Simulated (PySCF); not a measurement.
# C10H8: the cost of one run

Computed with PySCF 2.14.0 and routines of our own; the level stands in each step. Atoms count from 0.

### Step 1. The starting structure

18 atoms, charge 0, multiplicity 1; geometry from: GFN2-xTB.

### Step 2. Relaxing the molecule at PBE0-D3(BJ)/def2-SVP

Job settings and geometry (Å):

```
{"job": {"xc": "PBE0", "basis": "def2-SVP", "d3": "d3bj", "grid": 2, "kind": "geom"}, "charge": 0, "multiplicity": 1}
C      2.266239    -0.303198     2.897747
C      1.695483    -0.134633     1.854307
C      1.021497     0.019834     0.617454
C      0.780628     1.237998     0.117845
C      0.147324     1.521938    -1.167040
C     -1.058878     1.112636    -1.546928
C     -1.982565     0.301663    -0.749600
C     -1.733225    -0.906771    -0.259458
C     -0.486392    -1.655766    -0.440580
C      0.721199    -1.251821    -0.071688
H      2.763128    -0.431693     3.812817
H      1.126400     2.107737     0.665971
H      0.707565     2.193165    -1.809075
H     -1.460555     1.451322    -2.495426
H     -2.967849     0.736720    -0.622925
H     -2.516007    -1.446497     0.261660
H     -0.609614    -2.641734    -0.875871
H      1.576866    -1.904584    -0.200870
```

Launch:

```sh
> OMP_NUM_THREADS=1 python excited_run.py task.json out
```

One launch serves the whole session: the jobs run in the order shown.

**Question.** How long does this first job take on 1 thread of Arm Neoverse V1, shared host, and how much memory does it need?

About 99 s, with a peak of 0.82 GiB.
